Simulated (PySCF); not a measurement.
**TiCl₄: singlet, from a PBE0 minimum start**

Where does singlet TiCl₄ go from a PBE0 minimum start, is the end point a minimum, and what are its modes, charges and moments?

Method: PBE0, basis Ti def2-SVP, Cl def2-SVP, no relativity, density fitting; program: PySCF 2.14.0.

### Step 1. Where the work starts

5 atoms, charge 0, spin multiplicity 1.

Bond lengths: Ti1–Cl2 2.155 Å, Ti1–Cl3 2.155 Å, Ti1–Cl4 2.155 Å, Ti1–Cl5 2.155 Å. Angles: Cl2–Ti1–Cl3 109.5°, Cl2–Ti1–Cl4 109.5°, Cl2–Ti1–Cl5 109.5°, Cl3–Ti1–Cl4 109.5°, Cl3–Ti1–Cl5 109.5°, Cl4–Ti1–Cl5 109.5°.

```xyz
5
charge 0 multiplicity 1
Ti    0.0000    0.0000    0.0000
Cl    1.2439    1.2439   -1.2439
Cl    1.2439   -1.2439    1.2439
Cl   -1.2439    1.2439    1.2439
Cl   -1.2439   -1.2439   -1.2439
```

### Step 2. Finding the electronic state

One driver script runs all steps and calls PySCF; scf.py shows how it sets up the SCF of each step. The optimiser is the driver's own. After this first run the driver tries any further starts and a stability analysis.

File scf.py:

```python
from pyscf import gto, scf, dft
mol = gto.M(atom='''
Ti     0.000000     0.000000     0.000000
Cl     1.243940     1.243940    -1.243940
Cl     1.243940    -1.243940     1.243940
Cl    -1.243940     1.243940     1.243940
Cl    -1.243940    -1.243940    -1.243940''',
    basis={'Ti': 'def2-SVP', 'Cl': 'def2-SVP'},
    charge=0, spin=0)
mf = dft.RKS(mol, xc='PBE0')
mf.grids.atom_grid = (50, 194)
aux = {'Ti': 'def2-universal-JKFIT', 'Cl': 'def2-universal-JKFIT'}
mf = mf.density_fit(auxbasis=aux)
mf.conv_tol = 1e-08
mf.diis_space = 10
mf.max_cycle = 60
mf.init_guess = 'minao'
mf.verbose = 4
mf.kernel()
```

Launch:

```sh
OMP_NUM_THREADS=2 python axn.py task.json out
```

After this run come: PBE0 minimum start, singlet: relaxation; Is it a minimum? Harmonic modes.

Q: Predict the outcome of this session. Wanted: minimum; geometry; wavenumbers; dipole moment; highest occupied, lowest empty level; polar-tensor charge of Ti1; zero-point energy; atomisation energy.

**Answer**, as computed:

```
                                 quantity                                     value
                                  minimum                               singlet, Td
                                 geometry  Ti–Cl 2.155 Å (×4); Cl–Ti–Cl 109.5° (×6)
                       wavenumbers (cm⁻¹)     118 (e), 136 (t2), 393 (a1), 513 (t2)
                            dipole moment                                    0.00 D
     highest occupied, lowest empty level                           -9.54, -3.76 eV
               polar-tensor charge of Ti1                                   +1.97 e
                        zero-point energy                               15.4 kJ/mol
                      entropy at 298.15 K                           351.9 J/(mol K)
atomisation energy (no zero-point energy)                               1724 kJ/mol
```

The molecule stays Td, as typed, and the end point is a minimum. The strongest infrared band lies at 513 cm⁻¹ (t2, mixed). Ti1 has a polar-tensor charge of +2.0 e (a dipole derivative, not a static charge), yet symmetry cancels the bond dipoles. Only this shape and spin were tried, so other structures or states may lie lower. Whether spin polarisation would lower the closed shell was not checked.
